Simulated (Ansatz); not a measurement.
# F− with SiNH5: structure and interaction energy

The task here is to estimate one member of a computed series from the others.

Program: Ansatz 0.2.0, Gaussian basis. Level of theory: PBE0-D4 structure, single points in def2-TZVPPD. These are calculated values, not measurements.

Levels: PBE-D4, revPBE-D4, BLYP-D4, r2SCAN-D4, B97M-V, PBE0-D4, B3LYP-D4, HSE06-D4, wB97X-V, wB97M-V, B2PLYP, Hartree-Fock, MP2, CCSD, CCSD(T). The reference is CCSD(T) extrapolated to the basis limit.

Correlated methods freeze the cores. B3LYP uses VWN-RPA correlation. B2PLYP carries no dispersion term here.

163 further runs of the same task are left out: 163 set aside as unsound or not needed.

## Starting geometry

The pair, from a GFN2-xTB docking trial: 8 atoms, charge -1, spin multiplicity 1.

Atoms are counted from 1 here; the program's logs count them from 0.

Bond lengths: F1–Si2 1.773 Å, Si2–N3 1.765 Å, Si2–H4 1.492 Å, Si2–H5 1.486 Å, Si2–H6 1.596 Å, N3–H7 1.007 Å, N3–H8 1.008 Å. Angles: F1–Si2–N3 91.5°, F1–Si2–H4 85.7°, F1–Si2–H5 87.0°, F1–Si2–H6 176.5°, N3–Si2–H4 119.6°, N3–Si2–H5 111.9°, N3–Si2–H6 91.9°, H4–Si2–H5 128.0°, H4–Si2–H6 91.8°, H5–Si2–H6 92.7°, Si2–N3–H7 111.7°, Si2–N3–H8 112.5°, H7–N3–H8 107.8°.

Coordinates:

| atom | x (Å) | y (Å) | z (Å) |
| --- | --- | --- | --- |
| F1 | -0.3850 | -0.6284 | -1.6600 |
| Si2 | -0.4091 | -0.4222 | 0.1013 |
| N3 | 1.0083 | 0.6285 | 0.0429 |
| H4 | -1.7682 | 0.1604 | -0.0987 |
| H5 | -0.0331 | -1.8568 | 0.1958 |
| H6 | -0.5229 | -0.2690 | 1.6857 |
| H7 | 1.2008 | 0.9437 | -0.8941 |
| H8 | 0.9092 | 1.4438 | 0.6271 |

Atoms 1 to 1 are fragment A (F−), the rest fragment B (SiNH5).

Set-up of the first run:

File pre/in.yaml:

```yaml
crystal:
  periodic: [false, false, false]
  atoms:
    - {symbol: F, position_ang: [-0.385000, -0.628400, -1.660000]}
    - {symbol: Si, position_ang: [-0.409100, -0.422200, 0.101300]}
    - {symbol: N, position_ang: [1.008300, 0.628500, 0.042900]}
    - {symbol: H, position_ang: [-1.768200, 0.160400, -0.098700]}
    - {symbol: H, position_ang: [-0.033100, -1.856800, 0.195800]}
    - {symbol: H, position_ang: [-0.522900, -0.269000, 1.685700]}
    - {symbol: H, position_ang: [1.200800, 0.943700, -0.894100]}
    - {symbol: H, position_ang: [0.909200, 1.443800, 0.627100]}
basis:
  gaussian: {orbitals: def2-SVPD}
total_charge: -1
hamiltonian: {xc: pbe, dispersion: d4}
relax: {f_tol: 0.03, max_steps: 250}
```

The run is started by

```console
> ansatz run in.yaml --threads 2 --pin off --events-out ev --progress --plain --max-ram 5222MiB
```

Among the steps run: A first relaxation in a small basis; Relaxation at PBE0-D4; wB97X-V/def2-TZVPPD; wB97M-V/def2-TZVPPD; B2PLYP/def2-TZVPPD; B97M-V/def2-TZVPPD; CCSD(T)/def2-TZVPPD; MP2/def2-QZVPPD; Hartree-Fock/STO-3G; SPW92/def2-SVP; wB97M-V/def2-SVP; CCSD(T)/def2-SVP; Vibrations of the pair.

One table of the session follows, with a row left open; its other results are not shown here.

| method | interaction (meV) |
| --- | --- |
| PBE-D4 | -2810 |
| revPBE-D4 | -2763 |
| BLYP-D4 | -2685 |
| r2SCAN-D4 | -3098 |
| B97M-V | ? |
| PBE0-D4 | -3051 |
| B3LYP-D4 | -2914 |
| HSE06-D4 | -3049 |
| wB97X-V | -3031 |
| wB97M-V | -3066 |
| B2PLYP | -2904 |
| Hartree-Fock | -3153 |
| MP2 | -2985 |
| CCSD | -3025 |
| CCSD(T) | -2991 |
| CCSD(T)/CBS | -3124 |

Estimate the missing values for B97M-V.

The run gave: interaction (meV): -3185. In the column «interaction (meV)» it is the lowest.

Among the levels timed on like hardware and quicker than the yardstick, those that no quicker one beats, quickest first: revPBE-D4 (5.1 s, +361 meV); PBE-D4 (5.2 s, +314 meV); PBE0-D4 (6.7 s, +73 meV); r2SCAN-D4 (9.7 s, +27 meV).

r2SCAN-D4 reaches 27 meV from the reference in 9.7 s, where CCSD(T)/CBS took 2.3 min; the quickest level in the cost chart, revPBE-D4, takes 5.1 s and misses by 361 meV.

Caveats from the session: A lower arrangement may exist.
